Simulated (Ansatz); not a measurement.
# CH6FNSn: one species, many methods

The task here is to estimate one member of a computed series from the others.

Method: functionals in def2-TZVPP, the program's frozen cores in correlated methods; program: Ansatz 0.2.0, Gaussian basis.

The runs, in order: LDA (SPW92), PBE-D4, revPBE-D4, BLYP-D4, r2SCAN-D4, B97M-V, PBE0-D4, B3LYP-D4, r2SCANh-D4, r2SCAN0-D4, HSE06-D4, BHLYP-D4, CAM-B3LYP-D4, LC-ωPBE, ωB97X-V, ωB97M-V, B2PLYP, PBE-QIDH; CCSD(T)/def2-SVP; CCSD(T)/def2-TZVPP; MP2/def2-QZVPP; extrapolation to the limit; RPA on PBE.

## The geometry

All runs share one geometry, relaxed beforehand with PBE0-D4 in a triple-zeta def2 set. Sn takes the def2 core potential; no spin-orbit term is included.

SMILES `C[NH][SnH2][F]`, 10 atoms, charge 0, spin multiplicity 1.

Atoms are counted from 1 here; the program's logs count them from 0.

Bond lengths: C1–N2 1.452 Å, C1–H5 1.095 Å, C1–H6 1.093 Å, C1–H7 1.097 Å, N2–Sn3 1.997 Å, N2–H8 1.010 Å, Sn3–F4 1.937 Å, Sn3–H9 1.698 Å, Sn3–H10 1.698 Å. Angles: N2–C1–H5 110.3°, N2–C1–H6 109.8°, N2–C1–H7 114.2°, H5–C1–H6 106.8°, H5–C1–H7 108.0°, H6–C1–H7 107.4°, C1–N2–Sn3 121.4°, C1–N2–H8 112.1°, Sn3–N2–H8 114.5°, N2–Sn3–F4 109.2°, N2–Sn3–H9 109.0°, N2–Sn3–H10 109.9°, F4–Sn3–H9 104.0°, F4–Sn3–H10 104.8°, H9–Sn3–H10 119.4°.

Set-up of the first run:

Contents of in.yaml:

```yaml
crystal:
  periodic: [false, false, false]
  atoms:
    - {symbol: C, position_ang: [-1.001901, 1.096848, -0.037785]}
    - {symbol: N, position_ang: [0.279368, 0.574864, -0.478097]}
    - {symbol: Sn, position_ang: [1.044591, -1.097072, 0.300549]}
    - {symbol: F, position_ang: [-0.087114, -2.595188, -0.174098]}
    - {symbol: H, position_ang: [-1.088024, 2.157766, -0.293379]}
    - {symbol: H, position_ang: [-1.075678, 1.027310, 1.050972]}
    - {symbol: H, position_ang: [-1.869460, 0.574293, -0.459558]}
    - {symbol: H, position_ang: [0.404443, 0.667618, -1.475749]}
    - {symbol: H, position_ang: [0.935434, -1.018270, 1.993274]}
    - {symbol: H, position_ang: [2.541441, -1.439368, -0.423228]}
basis:
  gaussian: {orbitals: def2-TZVPP}
hamiltonian: {xc: lda}
output: {orbitals: {seedname: orbitals}}
```

Command:

```console
> ansatz run in.yaml --threads 4 --pin off --events-out ev --progress --plain --max-ram 10444MiB
```

Among the steps run: LDA; PBE-D4 (GGA); revPBE-D4 (GGA); BLYP-D4 (GGA); r2SCAN-D4 (meta-GGA); B97M-V (meta-GGA); PBE0-D4 (hybrid); B3LYP-D4 (hybrid); r2SCANh-D4 (hybrid); r2SCAN0-D4 (hybrid); HSE06-D4 (hybrid); BHLYP-D4 (hybrid); CAM-B3LYP-D4 (range-separated); LC-ωPBE (range-separated); ωB97X-V (range-separated); ωB97M-V (range-separated); B2PLYP (double hybrid); PBE-QIDH (double hybrid).

One table of the session follows, with a row left open; its other results are not shown here.

It belongs to the step «Orbital energies across the functionals». 

```
  functional  HOMO (eV)  gap (eV)
 LDA (SPW92)      -5.78      4.38
      PBE-D4      -5.63      4.48
   revPBE-D4      -5.57      4.52
     BLYP-D4      -5.53      4.40
   r2SCAN-D4      -5.89      5.10
      B97M-V      -6.02      5.06
     PBE0-D4      -7.00      6.76
    B3LYP-D4      -6.78      6.22
  r2SCANh-D4      -6.41      5.94
  r2SCAN0-D4      -7.19      7.19
    HSE06-D4      -6.60      5.99
    BHLYP-D4          ?         ?
CAM-B3LYP-D4      -8.42      9.04
     LC-ωPBE      -9.79     11.58
     ωB97X-V      -9.44     11.09
     ωB97M-V      -9.35     10.66
```

Q: Estimate the row for BHLYP-D4 from the others.

Worked estimate for «HOMO (eV)». Against the share of exact exchange, BLYP-D4 (0, -5.53), B3LYP-D4 (0.2, -6.78) give a slope of -6.25 per unit share; at 0.5 the line stands at -8.65.

The run gave: HOMO (eV): -8.33; gap (eV): 8.83. In «HOMO (eV)» the line misses by -0.32.
